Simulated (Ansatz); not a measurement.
# GeNO (sextet): from Hartree-Fock to the top rungs, cc-pVDZ

One table from this session's results is given with a row withheld; the runs are named, their logs left out.

Method: cc-pVDZ, core rule «outside noble gas», up to 16 orbitals frozen; program: Ansatz 0.2.0, Gaussian basis.

To be run: UHF; CCSD(T) on ROHF; CCSD(T) on UHF; BCCD(T) on ROHF; CISD; CCSDT(Q) on ROHF; CCSDT(Q) on UHF; CASSCF and MRCISD+Q, 13 electrons in 11 orbitals; CASSCF and NEVPT2, 13 electrons in 11 orbitals.

31 further runs of the same task are left out: 1 for a known fault of the program, 19 that didn't finish, 11 set aside as unsound or not needed.

## The system

The geometry is a PBE0/def2-TZVP stationary point (not a proven minimum) of the parent state, kept for this charge and spin. No spin-orbit coupling is included. The filled d shell of Ge may be among the frozen orbitals whatever the setting's name suggests; the logs give the count.

3 atoms, charge 0, spin multiplicity 6.

Atoms are counted from 1 here; the program's logs count them from 0.

Bond lengths: Ge1–N2 1.964 Å, N2–O3 1.186 Å. Angles: Ge1–N2–O3 125.5°.

The first run:

Input file in.yaml:

```yaml
crystal:
  periodic: [false, false, false]
  atoms:
    - {symbol: Ge, position_ang: [0.000000, -0.030940, 0.697355]}
    - {symbol: N, position_ang: [0.000000, 0.477061, -1.200315]}
    - {symbol: O, position_ang: [0.000000, -0.277170, -2.115293]}
basis:
  gaussian: {orbitals: cc-pVDZ}
magnetization: {spin_polarized: true, initial_magnetization: 5}
hamiltonian: {xc: hf}
output: {orbitals: {seedname: orbitals}}
```

On the command line:

```console
ansatz run in.yaml --threads 1 --pin off --events-out ev --progress --plain --max-ram 2393MiB
```

Steps of the session up to this table: UHF; CCSD(T) on ROHF; CCSD(T) on UHF; BCCD(T) on ROHF; CISD; CCSDT(Q) on ROHF; CCSDT(Q) on UHF; CASSCF and MRCISD+Q, 13 electrons in 11 orbitals; CASSCF and NEVPT2, 13 electrons in 11 orbitals.

One table of the session follows, with a row left open; its other results are not shown here.

```
          method  from RCCSDT(Q) (kJ/mol)
            ROHF                  +1009.8
             UHF                   +965.1
            RMP2                    +62.2
            UMP2                    +79.1
           RCCSD                    +37.8
           UCCSD                    +33.0
        RCCSD(T)                     +5.7
        UCCSD(T)                     +3.1
         BCCD(T)                     +5.9
          RCCSDT                     +4.1
          UCCSDT                     +1.2
       RCCSDT(Q)                        0
       UCCSDT(Q)                     -2.9
  CASSCF valence                   +747.1
  NEVPT2 valence                        ?
  MRCISD valence                    +64.0
MRCISD+Q valence                    +10.5
```

Estimate the missing values for NEVPT2 valence.

**Answer.** from RCCSDT(Q) (kJ/mol): +118.6. In the column «from RCCSDT(Q) (kJ/mol)» it lies between UMP2 (+79.1) and CASSCF valence (+747.1).

Not comparable, so not listed: CISD (they don't share determinant, frozen orbitals or solution with the rows shown, or repeat one).

To keep in mind: Restricted and unrestricted rows rest on different reference determinants; where their highest levels disagree by more than a few hundredths of an eV, they describe different states and don't form one ladder.
